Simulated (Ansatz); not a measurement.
# CH₆BFOSi: up Jacob's ladder to CCSD(T)

One table from this session's results is given with a row withheld; the runs are named, their logs left out.

Computed with Ansatz 0.2.0, Gaussian basis. Level: functionals in def2-TZVPP, the program's frozen cores in correlated methods.

The runs, in order: LDA (SPW92), PBE-D4, revPBE-D4, BLYP-D4, r2SCAN-D4, B97M-V, PBE0-D4, B3LYP-D4, r2SCANh-D4, r2SCAN0-D4, HSE06-D4, BHLYP-D4, CAM-B3LYP-D4, LC-ωPBE, ωB97X-V, ωB97M-V, B2PLYP, PBE-QIDH; CCSD(T)/def2-SVP; CCSD(T)/def2-TZVPP; MP2/def2-QZVPP; extrapolation to the limit; RPA on PBE.

## The geometry

The geometry comes from an earlier relaxation with PBE0-D4 in a triple-zeta def2 set; it is a stationary point, not always the lowest conformer.

SMILES `B[Si](C)(O)F`, 11 atoms, charge 0, spin multiplicity 1.

Atoms are counted from 1 here; the program's logs count them from 0.

Bond lengths: B1–Si2 2.013 Å, B1–H6 1.195 Å, B1–H7 1.196 Å, Si2–C3 1.860 Å, Si2–O4 1.643 Å, Si2–F5 1.610 Å, C3–H8 1.092 Å, C3–H9 1.093 Å, C3–H10 1.094 Å, O4–H11 0.959 Å. Angles: Si2–B1–H6 122.8°, Si2–B1–H7 119.9°, H6–B1–H7 117.3°, B1–Si2–C3 113.4°, B1–Si2–O4 105.7°, B1–Si2–F5 111.6°, C3–Si2–O4 112.6°, C3–Si2–F5 105.6°, O4–Si2–F5 107.9°, Si2–C3–H8 110.9°, Si2–C3–H9 111.2°, Si2–C3–H10 110.5°, H8–C3–H9 108.3°, H8–C3–H10 108.3°, H9–C3–H10 107.5°, Si2–O4–H11 118.5°.

Set-up of the first run:

File in.yaml:

```yaml
crystal:
  periodic: [false, false, false]
  atoms:
    - {symbol: B, position_ang: [1.080224, 1.256749, 1.022045]}
    - {symbol: Si, position_ang: [0.378859, -0.042416, -0.345937]}
    - {symbol: C, position_ang: [-1.454601, -0.331285, -0.220139]}
    - {symbol: O, position_ang: [1.251157, -1.419299, -0.138954]}
    - {symbol: F, position_ang: [0.631496, 0.482838, -1.846783]}
    - {symbol: H, position_ang: [1.476580, 2.347484, 0.736649]}
    - {symbol: H, position_ang: [1.078145, 0.960295, 2.180899]}
    - {symbol: H, position_ang: [-1.719210, -0.740575, 0.757595]}
    - {symbol: H, position_ang: [-2.011902, 0.597856, -0.365861]}
    - {symbol: H, position_ang: [-1.784663, -1.037459, -0.988033]}
    - {symbol: H, position_ang: [1.139315, -2.131386, -0.771081]}
basis:
  gaussian: {orbitals: def2-TZVPP}
hamiltonian: {xc: lda}
output: {orbitals: {seedname: orbitals}}
```

Started as:

```console
$ ansatz run in.yaml --threads 4 --pin off --events-out ev --progress --plain --max-ram 10444MiB
```

Steps of the session up to this table: LDA; PBE-D4 (GGA); revPBE-D4 (GGA); BLYP-D4 (GGA); r2SCAN-D4 (meta-GGA); B97M-V (meta-GGA); PBE0-D4 (hybrid); B3LYP-D4 (hybrid); r2SCANh-D4 (hybrid); r2SCAN0-D4 (hybrid); HSE06-D4 (hybrid); BHLYP-D4 (hybrid); CAM-B3LYP-D4 (range-separated); LC-ωPBE (range-separated); ωB97X-V (range-separated); ωB97M-V (range-separated); B2PLYP (double hybrid); PBE-QIDH (double hybrid).

One table of the session follows, with a row left open; its other results are not shown here.

It belongs to the step «Orbital energies across the functionals». 

```
  functional  HOMO (eV)  LUMO (eV)  gap (eV)
 LDA (SPW92)      -6.82      -3.83      3.00
      PBE-D4      -6.72      -3.52      3.20
   revPBE-D4      -6.67      -3.39      3.28
     BLYP-D4      -6.63      -3.35      3.28
   r2SCAN-D4      -7.00      -3.15      3.85
      B97M-V      -7.08      -3.30      3.78
     PBE0-D4      -8.04      -2.48      5.56
    B3LYP-D4      -7.85      -2.69      5.15
  r2SCANh-D4          ?          ?         ?
  r2SCAN0-D4      -8.22      -2.27      5.94
    HSE06-D4      -7.63      -2.86      4.77
    BHLYP-D4      -9.29      -1.39      7.90
CAM-B3LYP-D4      -9.44      -1.34      8.09
     LC-ωPBE     -10.76      -0.09     10.67
     ωB97X-V     -10.41      -0.22     10.19
     ωB97M-V     -10.23      -0.50      9.73
```

**Question.** Estimate the row for r2SCANh-D4.

Worked estimate for «HOMO (eV)». Against the share of exact exchange, r2SCAN-D4 (0, -7.00), r2SCAN0-D4 (0.25, -8.22) give a slope of -4.88 per unit share; at 0.1 the line stands at -7.49.

**Answer.** HOMO (eV): -7.48; LUMO (eV): -2.80; gap (eV): 4.69. In «HOMO (eV)» the line misses by -0.01.
